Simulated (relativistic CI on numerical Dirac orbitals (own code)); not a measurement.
**Ions with 66 electrons, Dy to Lu⁵⁺: levels along an isoelectronic sequence**

Aim: follow the lowest levels of 66-electron ions as the nuclear charge grows, with one list of configurations.

Method: Dirac-Coulomb-Breit CI, KLI orbitals optimised for each configuration, model QED (radiative potential, 1s self-energy scaled to tabulated hydrogen-like ionisation energies). Code: relativistic CI on numerical Dirac orbitals (own code) version 2.

### Step 1. The atom as given

```
electrons      : 66
ions           : Dy, Ho⁺, Er²⁺, Tm³⁺, Yb⁴⁺, Lu⁵⁺
configurations : [Kr] 4d10 4f14 5s2 5p4; [Xe] 4f12; [Kr] 4d10 4f13 5s2 5p5; [Xe] 4f10 6s2; [Kr] 4d10 4f14 5s 5p5; [Kr] 4d10 4f14 5s2 5p3 5d; [Kr] 4d10 4f14 5p6
```

### Step 2. Dy (Z = 66)

Settings, as recorded:

```ini
atom Dy  Z=66  charge=0  electrons=66
nucleus A=164  rms_radius_fm=5.2218
hamiltonian dirac-coulomb  breit=on  qed=on  c_scale=1
orbitals kli  potential=per-configuration
slater_scale 1
correlation none
mixing on
configurations
  [Kr] 4d10 4f14 5s2 5p4
  [Xe] 4f12
  [Kr] 4d10 4f13 5s2 5p5
  [Xe] 4f10 6s2
  [Kr] 4d10 4f14 5s 5p5
  [Kr] 4d10 4f14 5s2 5p3 5d
  [Kr] 4d10 4f14 5p6
end
```

### Step 3. Ho⁺ (Z = 67)

Changes to the settings of step 2:

```diff
@@ -1,3 +1,3 @@
-atom Dy  Z=66  charge=0  electrons=66
-nucleus A=164  rms_radius_fm=5.2218
+atom Ho  Z=67  charge=1  electrons=66
+nucleus A=165  rms_radius_fm=5.2022
 hamiltonian dirac-coulomb  breit=on  qed=on  c_scale=1
```

### Step 4. Er²⁺ (Z = 68)

Changes to the settings of step 3:

```diff
@@ -1,3 +1,3 @@
-atom Ho  Z=67  charge=1  electrons=66
-nucleus A=165  rms_radius_fm=5.2022
+atom Er  Z=68  charge=2  electrons=66
+nucleus A=166  rms_radius_fm=5.2516
 hamiltonian dirac-coulomb  breit=on  qed=on  c_scale=1
```

### Step 5. Tm³⁺ (Z = 69)

Changes to the settings of step 4:

```diff
@@ -1,3 +1,3 @@
-atom Er  Z=68  charge=2  electrons=66
-nucleus A=166  rms_radius_fm=5.2516
+atom Tm  Z=69  charge=3  electrons=66
+nucleus A=169  rms_radius_fm=5.2256
 hamiltonian dirac-coulomb  breit=on  qed=on  c_scale=1
```

### Step 6. Yb⁴⁺ (Z = 70)

Changes to the settings of step 5:

```diff
@@ -1,3 +1,3 @@
-atom Tm  Z=69  charge=3  electrons=66
-nucleus A=169  rms_radius_fm=5.2256
+atom Yb  Z=70  charge=4  electrons=66
+nucleus A=174  rms_radius_fm=5.3108
 hamiltonian dirac-coulomb  breit=on  qed=on  c_scale=1
```

### Step 7. Lu⁵⁺ (Z = 71)

Changes to the settings of step 6:

```diff
@@ -1,3 +1,3 @@
-atom Yb  Z=70  charge=4  electrons=66
-nucleus A=174  rms_radius_fm=5.3108
+atom Lu  Z=71  charge=5  electrons=66
+nucleus A=175  rms_radius_fm=5.3700
 hamiltonian dirac-coulomb  breit=on  qed=on  c_scale=1
```

(Steps that only read results are left out.)

What does the calculation give? Wanted: lowest level, first ion; lowest level, last ion; changes of the lowest level; mean jj purity of the low levels.

The runs gave:

```
                        quantity                 value
         lowest level, first ion  4f10 5s2 5p6 6s2 5I8
          lowest level, last ion      4f12 5s2 5p6 3H6
     changes of the lowest level               at Er²⁺
mean jj purity of the low levels            49 to 82 %
```

**Reading.** The lowest level changes from 4f10 5s2 5p6 6s2 5I8 to 4f12 5s2 5p6 3H6 at Er²⁺. The low levels move towards jj coupling (LS purity 89 to 74 %). Only the listed configurations are in the model, so lower levels can be missing. The near-neutral members are the least reliable. For Ho⁺ NIST tabulates another ground level.
